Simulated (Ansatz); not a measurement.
**C₉H₂₀: a ladder of functionals and wavefunction methods**

An exercise on one series of results from a longer session: the logs are not shown, and one member is left open.

The runs use Ansatz 0.2.0, Gaussian basis; functionals in def2-TZVPP, the program's frozen cores in correlated methods.

Levels to be run: LDA (SPW92), PBE-D4, revPBE-D4, BLYP-D4, r2SCAN-D4, B97M-V, PBE0-D4, B3LYP-D4, r2SCANh-D4, r2SCAN0-D4, HSE06-D4, BHLYP-D4, CAM-B3LYP-D4, LC-ωPBE, ωB97X-V, ωB97M-V, B2PLYP, PBE-QIDH; CCSD(T)/def2-SVP; CCSD(T)/def2-TZVPP; MP2/def2-QZVPP; extrapolation to the limit; RPA on PBE.

### The relaxed structure

The geometry comes from an earlier relaxation with PBE0-D4 in a triple-zeta def2 set; it is a stationary point, not always the lowest conformer.

SMILES `CC(C)C(C)(C)C(C)C`, 29 atoms, charge 0, spin multiplicity 1.

Atoms are counted from 1 here; the program's logs count them from 0.

Bond lengths: C1–C2 1.525 Å, C1–H10 1.091 Å, C1–H11 1.094 Å, C1–H12 1.093 Å, C2–C3 1.526 Å, C2–C4 1.557 Å, C2–H13 1.096 Å, C3–H14 1.093 Å, C3–H15 1.091 Å, C3–H16 1.093 Å, C4–C5 1.529 Å, C4–C6 1.529 Å, C4–C7 1.557 Å, C5–H17 1.091 Å, C5–H18 1.093 Å, C5–H19 1.091 Å, C6–H20 1.091 Å, C6–H21 1.091 Å and more. Angles: C2–C1–H10 112.9°, C2–C1–H11 111.4°, C2–C1–H12 110.0°, H10–C1–H11 107.9°, H10–C1–H12 107.3°, H11–C1–H12 107.1°, C1–C2–C3 108.6°, C1–C2–C4 113.9°, C1–C2–H13 107.5°, C3–C2–C4 114.0°, C3–C2–H13 106.3°, C4–C2–H13 106.0°, C2–C3–H14 109.6°, C2–C3–H15 112.8°, C2–C3–H16 111.8°, H14–C3–H15 107.2°, H14–C3–H16 107.0°, H15–C3–H16 108.1° and more.

Set-up of the first run:

in.yaml

```yaml
crystal:
  periodic: [false, false, false]
  atoms:
    - {symbol: C, position_ang: [-0.932478, 0.135485, -2.067471]}
    - {symbol: C, position_ang: [-0.609987, 0.908847, -0.793375]}
    - {symbol: C, position_ang: [-1.775096, 1.844369, -0.482438]}
    - {symbol: C, position_ang: [-0.185138, 0.007321, 0.402367]}
    - {symbol: C, position_ang: [-1.360319, -0.856004, 0.863567]}
    - {symbol: C, position_ang: [0.241370, 0.899932, 1.568739]}
    - {symbol: C, position_ang: [0.986756, -0.923518, -0.025660]}
    - {symbol: C, position_ang: [2.174732, -0.184076, -0.631759]}
    - {symbol: C, position_ang: [1.495595, -1.833621, 1.088865]}
    - {symbol: H, position_ang: [-0.085030, -0.441439, -2.440403]}
    - {symbol: H, position_ang: [-1.767041, -0.554520, -1.915196]}
    - {symbol: H, position_ang: [-1.228066, 0.828063, -2.859687]}
    - {symbol: H, position_ang: [0.251392, 1.552128, -1.007619]}
    - {symbol: H, position_ang: [-1.929887, 2.528844, -1.320316]}
    - {symbol: H, position_ang: [-1.602661, 2.453904, 0.405486]}
    - {symbol: H, position_ang: [-2.710248, 1.296399, -0.341071]}
    - {symbol: H, position_ang: [-2.237905, -0.244985, 1.082248]}
    - {symbol: H, position_ang: [-1.642550, -1.595818, 0.109933]}
    - {symbol: H, position_ang: [-1.116513, -1.395566, 1.780055]}
    - {symbol: H, position_ang: [0.638266, 0.307720, 2.395229]}
    - {symbol: H, position_ang: [-0.605660, 1.463013, 1.963699]}
    - {symbol: H, position_ang: [1.007184, 1.620881, 1.270918]}
    - {symbol: H, position_ang: [0.580196, -1.584414, -0.800006]}
    - {symbol: H, position_ang: [2.611771, 0.521037, 0.080707]}
    - {symbol: H, position_ang: [1.914534, 0.370378, -1.534518]}
    - {symbol: H, position_ang: [2.958871, -0.895884, -0.902121]}
    - {symbol: H, position_ang: [2.003776, -1.269126, 1.874915]}
    - {symbol: H, position_ang: [2.223388, -2.540292, 0.682123]}
    - {symbol: H, position_ang: [0.700758, -2.419037, 1.552770]}
basis:
  gaussian: {orbitals: def2-TZVPP}
hamiltonian: {xc: lda}
output: {orbitals: {seedname: orbitals}}
```

The run is started by

```sh
> ansatz run in.yaml --threads 4 --pin off --events-out ev --progress --plain --max-ram 66560MiB --backend cuda --devices 0, --max-vram 37GiB
```

Steps of the session up to this table: LDA; PBE-D4 (GGA); revPBE-D4 (GGA); BLYP-D4 (GGA); r2SCAN-D4 (meta-GGA); B97M-V (meta-GGA); B3LYP-D4 (hybrid); r2SCANh-D4 (hybrid); r2SCAN0-D4 (hybrid); HSE06-D4 (hybrid); BHLYP-D4 (hybrid); CAM-B3LYP-D4 (range-separated); LC-ωPBE (range-separated); ωB97X-V (range-separated); ωB97M-V (range-separated); B2PLYP (double hybrid); PBE-QIDH (double hybrid).

One table of the session follows, with a row left open; its other results are not shown here.

It belongs to the step «Frontier levels by functional». 

```
  functional  HOMO (eV)  LUMO (eV)  gap (eV)
 LDA (SPW92)      -7.03       0.02      7.05
      PBE-D4      -6.94       0.23      7.17
   revPBE-D4      -6.89       0.34      7.23
     BLYP-D4      -6.86       0.25      7.10
   r2SCAN-D4      -7.17       0.88      8.06
      B97M-V          ?          ?         ?
     PBE0-D4      -8.23       1.02      9.25
    B3LYP-D4      -8.05       0.71      8.76
  r2SCANh-D4      -7.66       1.12      8.77
  r2SCAN0-D4      -8.38       1.45      9.83
    HSE06-D4      -7.83       0.65      8.48
    BHLYP-D4      -9.48       1.64     11.12
CAM-B3LYP-D4      -9.62       1.79     11.41
     LC-ωPBE     -10.91       3.09     14.00
     ωB97X-V     -10.60       2.84     13.44
     ωB97M-V     -10.48       2.43     12.91
```

Estimate the missing values for B97M-V.

**Answer.** HOMO (eV): -7.34; LUMO (eV): 0.31; gap (eV): 7.65. In the column «HOMO (eV)» it lies between r2SCANh-D4 (-7.66) and r2SCAN-D4 (-7.17).
